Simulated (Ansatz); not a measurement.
# BGeHSi: the cost of one run

Method: cc-pVTZ, core rule «outside noble gas», up to 20 orbitals frozen; program: Ansatz 0.2.0, Gaussian basis.

Plan: UHF; CCSD(T) on ROHF; CCSD(T) on UHF; BCCD(T) on ROHF; CCSDT(Q) on ROHF; CCSDT(Q) on UHF.

6 further runs of the same task are left out: 6 set aside as unsound or not needed.

### Step 1. What is computed

The geometry is a PBE0/def2-TZVP stationary point (not a proven minimum). No spin-orbit coupling is included. The filled d shell of Ge may be among the frozen orbitals whatever the setting's name suggests; the logs give the count.

4 atoms, charge 0, spin multiplicity 3.

Atoms are counted from 1 here; the program's logs count them from 0.

Bond lengths: B1–Si2 1.918 Å, B1–Ge3 2.013 Å, Si2–Ge3 2.529 Å, Si2–H4 1.633 Å, Ge3–H4 1.770 Å. Angles: Si2–B1–Ge3 80.1°, B1–Si2–Ge3 51.6°, B1–Si2–H4 95.7°, Ge3–Si2–H4 44.1°, B1–Ge3–Si2 48.3°, B1–Ge3–H4 88.3°, Si2–Ge3–H4 40.0°, Si2–H4–Ge3 95.9°.

### Step 2. UHF

Contents of in.yaml:

```yaml
crystal:
  periodic: [false, false, false]
  atoms:
    - {symbol: B, position_ang: [0.000000, 1.332119, 0.648825]}
    - {symbol: Si, position_ang: [0.000000, -0.240648, 1.745819]}
    - {symbol: Ge, position_ang: [0.000000, -0.087114, -0.778595]}
    - {symbol: H, position_ang: [0.000000, -1.304472, 0.506468]}
basis:
  gaussian: {orbitals: cc-pVTZ}
magnetization: {spin_polarized: true, initial_magnetization: 2}
hamiltonian: {xc: hf}
output: {orbitals: {seedname: orbitals}}
```

Command:

```bash
$ ansatz run in.yaml --threads 1 --pin off --events-out ev --progress --plain --max-ram 4096MiB --backend cpu
```

Q: Estimate wall time and peak memory on 1 thread of AMD EPYC 7R13, shared host.

About 25 s, with a peak of 0.46 GiB.
